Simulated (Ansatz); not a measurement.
# EuAl4: the cost of one run

Program: Ansatz 0.2.0. Level of theory: DFT r2SCAN, scalar-relativistic, plane waves, PAW. These are calculated values, not measurements.

**1. Starting point**

Symmetry: I4/mmm, No. 139, tetragonal system. The conventional cell has a = 4.410 Å, b = 4.410 Å, c = 11.200 Å, α = 90.00°, β = 90.00°, γ = 90.00°. Eu (site symmetry 4/mmm) has 16 Al at 3.37 to 3.56 Å as nearest neighbours. Around Al (site symmetry -4m2) lie 4 Al at 2.67 Å. Al (site symmetry 4mm) is surrounded by 5 Al at 2.58 to 2.67 Å.

Coordinates:

```
CELL_PARAMETERS angstrom
-2.20500 2.20500 5.60000
2.20500 -2.20500 5.60000
2.20500 2.20500 -5.60000
ATOMIC_POSITIONS crystal
Eu 0.00000 0.00000 0.00000
Al 0.75000 0.25000 0.50000
Al 0.25000 0.75000 0.50000
Al 0.38500 0.38500 0.00000
Al 0.61500 0.61500 0.00000
```

**2. Relaxing cell and atoms: EuAl4, moments +**

Input file input.yaml:

```yaml
crystal:
  lattice:
    - [-2.205, 2.205, 5.6]
    - [2.205, -2.205, 5.6]
    - [2.205, 2.205, -5.6]
  atoms:
    - { symbol: Eu, position: [0.0, 0.0, 0.0], spin: 7.0 }
    - { symbol: Al, position: [0.75, 0.25, 0.5] }
    - { symbol: Al, position: [0.25, 0.75, 0.5] }
    - { symbol: Al, position: [0.385, 0.385, 0.0] }
    - { symbol: Al, position: [0.615, 0.615, 0.0] }
magnetization:
  spin_polarized: true
scf:
  occupations: { method: gaussian, width: 0.05 }
output:
  forces: true
  stress: true
  eigenvalues: true
  populations: true
  write_density: true
  write_potential: true
  elf: true
  volumetric_format: npy
kpoints:
  mp_grid: { grid: [14, 14, 14] }
hamiltonian:
  xc: r2scan
relax:
  f_tol: 0.005
  max_steps: 60
  cell: { stress_tol: 0.03 }
```

Command:

```console
> ansatz run input.yaml --threads 4 --pin off --max-ram 8192MiB --backend cpu --events-out ev --progress --plain --runs-dir out
```

Q: Estimate wall time and peak memory on 4 threads of Arm Neoverse V2, shared host.

About 3.8 min, with a peak of 1.7 GiB.
